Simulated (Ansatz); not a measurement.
# CH₅BFNS: up Jacob's ladder to CCSD(T)

Aim: compute CH₅BFNS with functionals from several rungs and with coupled cluster. The yardstick is the atomisation energy at the CCSD(T) limit.

The runs use Ansatz 0.2.0, Gaussian basis; functionals in def2-TZVPP, the program's frozen cores in correlated methods.

Plan: PBE-D4, r2SCAN-D4, PBE0-D4, B3LYP-D4, ωB97X-V, ωB97M-V, B2PLYP; CCSD(T)/def2-TZVPP; MP2/def2-QZVPP; extrapolation to the limit.

## Step 1: Structure used throughout

All runs share one geometry, relaxed beforehand with PBE0-D4/def2-TZVP.

SMILES `CNB(F)S`, 10 atoms, charge 0, spin multiplicity 1.

Atoms are counted from 1 here; the program's logs count them from 0.

Bond lengths: C1–N2 1.445 Å, C1–H6 1.094 Å, C1–H7 1.089 Å, C1–H8 1.094 Å, N2–B3 1.393 Å, N2–H9 1.006 Å, B3–F4 1.340 Å, B3–S5 1.828 Å, S5–H10 1.341 Å. Angles: N2–C1–H6 111.5°, N2–C1–H7 109.3°, N2–C1–H8 111.5°, H6–C1–H7 108.1°, H6–C1–H8 108.3°, H7–C1–H8 108.0°, C1–N2–B3 125.7°, C1–N2–H9 115.2°, B3–N2–H9 119.1°, N2–B3–F4 119.9°, N2–B3–S5 120.8°, F4–B3–S5 119.3°, B3–S5–H10 94.7°.

## Step 2: PBE-D4 (GGA)

in.yaml reads:

```yaml
crystal:
  periodic: [false, false, false]
  atoms:
    - {symbol: C, position_ang: [-1.287076, -0.753235, 0.458856]}
    - {symbol: N, position_ang: [-0.268907, 0.272089, 0.437769]}
    - {symbol: B, position_ang: [0.830554, 0.308581, -0.416454]}
    - {symbol: F, position_ang: [1.007960, -0.667129, -1.317340]}
    - {symbol: S, position_ang: [2.042174, 1.674851, -0.327080]}
    - {symbol: H, position_ang: [-2.277658, -0.339127, 0.248917]}
    - {symbol: H, position_ang: [-1.063703, -1.497366, -0.304331]}
    - {symbol: H, position_ang: [-1.324906, -1.261438, 1.426957]}
    - {symbol: H, position_ang: [-0.391132, 1.010230, 1.110265]}
    - {symbol: H, position_ang: [2.815792, 1.201346, -1.314661]}
basis:
  gaussian: {orbitals: def2-TZVPP}
hamiltonian: {xc: pbe, dispersion: d4}
output: {forces: true, orbitals: {seedname: orbitals}}
```

Run with:

```
$ ansatz run in.yaml --threads 4 --pin off --events-out ev --progress --plain --max-ram 10444MiB
```

Further steps of the session: r2SCAN-D4 (meta-GGA); PBE0-D4 (hybrid); B3LYP-D4 (hybrid); ωB97X-V (range-separated); ωB97M-V (range-separated); B2PLYP (double hybrid); CCSD(T) in def2-TZVPP; MP2 in def2-QZVPP.

Before running them: what should the planned runs give, taken together? Wanted: atomisation energy, CCSD(T)/CBS; farthest; mean size of error, hybrid; mean size of error, range-separated; gap, smallest and largest; T1 diagnostic; triples share of the correlation energy.

As calculated:

```
                               quantity                                 value
        atomisation energy, CCSD(T)/CBS                             40.232 eV
    functionals within 0.201 eV (0.5 %)                              B3LYP-D4
                               farthest                    PBE-D4 (+1.120 eV)
             mean size of error, hybrid                              0.250 eV
    mean size of error, range-separated                              0.312 eV
              gap, smallest and largest  5.46 eV (PBE-D4), 11.91 eV (ωB97X-V)
                          T1 diagnostic                                0.0116
triples share of the correlation energy                                 3.7 %
```

**Reading.** PBE-D4 is off by +1.120 eV, about 0.124 eV a bond. Double hybrids carry the basis error of their MP2 part in triple zeta, and no dispersion term here, so their miss is partly the set-up's. Misses under about 0.201 eV are within the doubt on the reference itself, which lacks core-valence correlation, relativity and higher excitations. Hartree-Fock recovers 73 % of the binding; the rest is correlation. The gap grows from 5.5 to 11.9 eV across the functionals, mostly with the share of exact exchange.
